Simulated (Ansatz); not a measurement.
A nudged elastic band was laid between two geometries of a periodic cell of 13 atoms, Mg$_{12}$O (host Mg, host structure hcp, interstitial O).

All numbers below come from Ansatz 0.2.0, DFT r2SCAN, scalar-relativistic, plane waves, PAW. Settings: cutoff 500 eV, k mesh 3x2x3, fermi-dirac smearing 0.15 eV, no spin polarisation.

```yaml
movable_images: 3
climbing_image: yes
spring: 1.0 eV/Å²
optimiser: quadratic models (default)
start_path: IDPP
force_threshold: 0.03 eV/Å
iteration_limit: 62
end_points: relaxed
```

Initial state:

```xyz
13
Lattice="6.4200 0.0000 0.0000 -4.8150 8.3398 0.0000 0.0000 0.0000 5.2130" Properties=species:S:1:pos:R:3
Mg 0.050 0.019 -0.051
Mg 0.048 1.827 2.647
Mg -1.595 2.833 0.065
Mg -1.590 4.630 2.648
Mg -3.194 5.525 0.001
Mg -3.205 7.483 2.637
Mg 3.153 0.027 -0.037
Mg 3.151 1.835 2.661
Mg 1.591 2.710 -0.027
Mg 1.581 4.668 2.608
Mg -0.023 5.563 -0.039
Mg -0.020 7.360 2.545
O 1.599 0.927 3.911
```

Final state:

```xyz
13
Lattice="6.4200 0.0000 0.0000 -4.8150 8.3398 0.0000 0.0000 0.0000 5.2130" Properties=species:S:1:pos:R:3
Mg 0.058 0.015 0.050
Mg 0.047 1.820 2.570
Mg -1.597 2.829 -0.052
Mg -1.588 4.625 2.564
Mg -3.189 5.523 -0.003
Mg -3.197 7.482 2.572
Mg 3.164 0.028 0.037
Mg 3.154 1.834 2.556
Mg 1.592 2.704 0.030
Mg 1.581 4.659 2.601
Mg -0.019 5.561 0.041
Mg -0.009 7.361 2.662
O 1.607 0.924 1.303
```

Question: What changes between the two ends?

Answer: The atom that moves furthest is O13, by 2.61 Å.

Question: Give the energies along the band, and the barrier.

Answer: The run converged. The highest image is number 2 of 0 to 4, 0.85 eV above the ends, which have the same energy within 2 meV. By the program's own check the climbing image is of a kind that is not told: the force calls were inconclusive, a negative curvature could not be distinguished from the path's own, the only one lies far off the path, or fixed occupations may fill a level only in part (lowest curvatures found: -2.46 and -0.02 eV/Å²). Limits of this set-up: coarse k mesh.

```
image  path coordinate (Å)  energy (eV)
    0                 0.00         0.00
    1                 0.75         0.31
    2                 1.51         0.85
    3                 2.26         0.31
    4                 3.01         0.00
```

Question: What is the geometry of the highest image?

Answer: 
```xyz
13
Lattice="6.4200 0.0000 0.0000 -4.8150 8.3398 0.0000 0.0000 0.0000 5.2130" Properties=species:S:1:pos:R:3
Mg 0.094 0.005 0.000
Mg -0.151 1.939 2.607
Mg -1.631 2.795 0.000
Mg -1.614 4.605 2.607
Mg -3.141 5.597 0.000
Mg -3.140 7.328 2.607
Mg 3.374 -0.030 0.000
Mg 3.134 1.825 2.607
Mg 1.599 2.871 0.000
Mg 1.619 4.723 2.607
Mg 0.003 5.541 0.000
Mg -0.003 7.305 2.607
O 1.434 0.884 2.607
```

The band took 6 iterations and of the order of 50 core-minutes.

Time of the run: 13 min on 4 threads of Intel(R) Xeon(R) Platinum 8259CL CPU @ 2.50GHz (Skylake/Cascade Lake), with other jobs on the host, peak memory 2.5 GiB.
